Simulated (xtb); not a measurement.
# InICl2 (InCl2I) at GFN2-xTB

Wanted: a geometry optimisation of InICl2 (InCl2I). 

Program for the calculation: xtb 6.7.1.

7 further runs of the same task are left out: 7 set aside as unsound or not needed.

**1. The system as given**

InICl2: 4 atoms, total charge 0, spin state singlet. As SMILES, `[Cl][In]([Cl])[I]`. Geometry: a GFN2-xTB relaxation, a rough one for these elements and not checked as a minimum. The run starts from this shape.

Bond lengths: In1–Cl2 2.289 Å, In1–Cl3 2.290 Å, In1–I4 2.691 Å. Angles: Cl2–In1–Cl3 120.6°, Cl2–In1–I4 119.7°, Cl3–In1–I4 119.7°.

**2. A geometry optimisation at GFN2-xTB**

.CHRG

```
0
```

.UHF

```
0
```

struc.xyz

```xyz
4
start
In     0.054360     0.091030    -0.000800
Cl     2.342800     0.052020     0.011350
Cl    -1.078410     2.080680    -0.018480
I     -1.318750    -2.223730     0.007940
```

On the command line:

```bash
$ xtb struc.xyz --gfn2 --opt vtight > xtb.out
```

Q: Predict the results. Wanted: total energy at the end; dipole moment; HOMO energy; LUMO energy; HOMO–LUMO gap; dispersion energy; mean polarisability.

**Answer.** As computed:

Level: GFN2-xTB.

```
                      quantity          value
       total energy at the end   -14.30166 Eh
                 dipole moment         3.70 D
                   HOMO energy      -12.19 eV
                   LUMO energy       -9.30 eV
                 HOMO–LUMO gap        2.89 eV
             dispersion energy  -11.05 kJ/mol
mean polarisability (D4 model)     96.8 bohr³
```

What this shows: At the final geometry: Bond lengths: In1–Cl2 2.290 Å, In1–Cl3 2.290 Å, In1–I4 2.691 Å. Angles: Cl2–In1–Cl3 120.5°, Cl2–In1–I4 119.7°, Cl3–In1–I4 119.7°. The optimisation took 7 steps and changed the energy by -0.000 eV. Mulliken charges run from -0.09 on Cl2 to +0.19 on In1.
